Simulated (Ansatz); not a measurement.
# SiF2 (SMILES F[Si]F) at HF/STO-3G

What is the electronic atomisation energy of SiF2 at HF/STO-3G? 

The results are computed with Ansatz 0.2.0.

36 further runs of the same task are left out: 4 that didn't finish, 32 set aside as unsound or not needed.

**1. The system as given**

The species is SiF2 (3 atoms), meant as a singlet with charge 0. As SMILES, `F[Si]F`. The coordinates come from a GFN2-xTB relaxation.

Bond lengths: Si1–F2 1.617 Å, Si1–F3 1.616 Å. Angles: F2–Si1–F3 92.6°.

**2. A single-point energy at HF/STO-3G**

The input, input.yaml:

```yaml
basis:
  gaussian: {orbitals: STO-3G}
crystal:
  periodic: [false, false, false]
  atoms:
    - {symbol: Si, position_ang: [0.004220, -0.007680, -0.744810]}
    - {symbol: F, position_ang: [1.165930, -0.017340, 0.380560]}
    - {symbol: F, position_ang: [-1.170150, 0.025020, 0.364240]}
hamiltonian: {xc: hf}
accuracy: high
```

Command:

```console
ansatz run input.yaml --threads 1 --pin off --max-ram 2610MiB --events-out events.jsonl --progress --plain --runs-dir runs
```

What it wrote:

```text
Warning: RAYON_NUM_THREADS=1 ignored (pool sized by the plan → 1); use --threads N
Functional definition: HF
  name "HF"
  exchange = exact_x
  correlation = 0
336 factors; integrals over basis functions are off by at most 3.3e-8 eV
mean field evaluation 1: about -13104.8093 eV, gradient 2.2e1 eV
mean field evaluation 2: about -13104.8661 eV, gradient 2.2e1 eV
mean field evaluation 4: about -13107.3621 eV, gradient 1.0e0 eV
mean field evaluation 8: about -13107.3700 eV, gradient 2.8e-2 eV
mean field -13107.36999658 eV, -481.6869628797 hartree, gradient 7.2e-8 eV, S^2 0.000000; 0 other end points of the search recorded, 0 dependent functions left out
reference -13107.36999658 eV, -481.6869628797 hartree; 16, 16 occupied and 3, 3 virtual orbitals, 336 factors
Total energy: -13107.36999658 eV, -481.6869628797 hartree
```

Wall time 0.1 s (1 thread of Arm Neoverse V1, shared host).

**3. The F atom**

The input, run.yaml:

```yaml
crystal:
  periodic: [false, false, false]
  atoms:
    - symbol: F
      position_ang: [0.000000, 0.000000, 0.000000]
basis:
  gaussian: {orbitals: STO-3G}
magnetization: {spin_polarized: true, initial_magnetization: 1}
hamiltonian: {xc: hf}
accuracy: high
```

Run the same way, it converges to -97.98651 Eh (log not shown).

**4. The Si atom**

The input, molecule.yaml:

```yaml
basis:
  gaussian:
    orbitals: STO-3G
crystal:
  periodic: [false, false, false]
  atoms:
    - symbol: Si
      position_ang: [0.000000, 0.000000, 0.000000]
magnetization:
  spin_polarized: true
  initial_magnetization: 2
accuracy: high
hamiltonian:
  xc: hf
```

Command:

```console
ansatz run molecule.yaml --threads 1 --pin off --max-ram 2610MiB --events-out events.jsonl --progress --plain --runs-dir runs
```

What it wrote:

```text
Warning: RAYON_NUM_THREADS=1 ignored (pool sized by the plan → 1); use --threads N
[... 4 set-up lines as earlier in the session ...]
42 factors; integrals over basis functions are off by at most 2.5e-9 eV
mean field evaluation 1: about -7767.9286 eV, gradient 9.3e-1 eV
mean field evaluation 2: about -7767.9294 eV, gradient 9.3e-1 eV
mean field evaluation 4: about -7767.9315 eV, gradient 4.9e-6 eV
mean field evaluation 8: about -7767.9314 eV, gradient 2.1e-1 eV
mean field -7767.93148641 eV, -285.4662168327 hartree, gradient 2.1e-9 eV, S^2 2.000003; 0 other end points of the search recorded, 0 dependent functions left out
reference -7767.93148641 eV, -285.4662168327 hartree; 8, 6 occupied and 1, 3 virtual orbitals, 42 factors
Total energy: -7767.93148641 eV, -285.4662168327 hartree
```

It took 0.04 s on 1 thread of Arm Neoverse V1, shared host.

**5. Summary of results**

At HF/STO-3G:

| quantity | value |
| --- | --- |
| molecule: total energy | -481.68696 Eh |
| F atom: total energy | -97.98651 Eh |
| F atom: ⟨S²⟩ | 0.750 |
| Si atom: total energy | -285.46622 Eh |
| Si atom: ⟨S²⟩ | 2.000 |
| electronic atomisation energy | 6.741 eV |

In words: Taking the molecule apart into free atoms costs 6.74 eV (155 kcal/mol), before zero-point energy and without spin-orbit coupling. Hartree–Fock lacks the correlation of the bonding pairs, which as a rule makes this value much too low; in minimal bases other errors can mask that. In a minimal basis such a difference can be off by several eV, whatever the method.
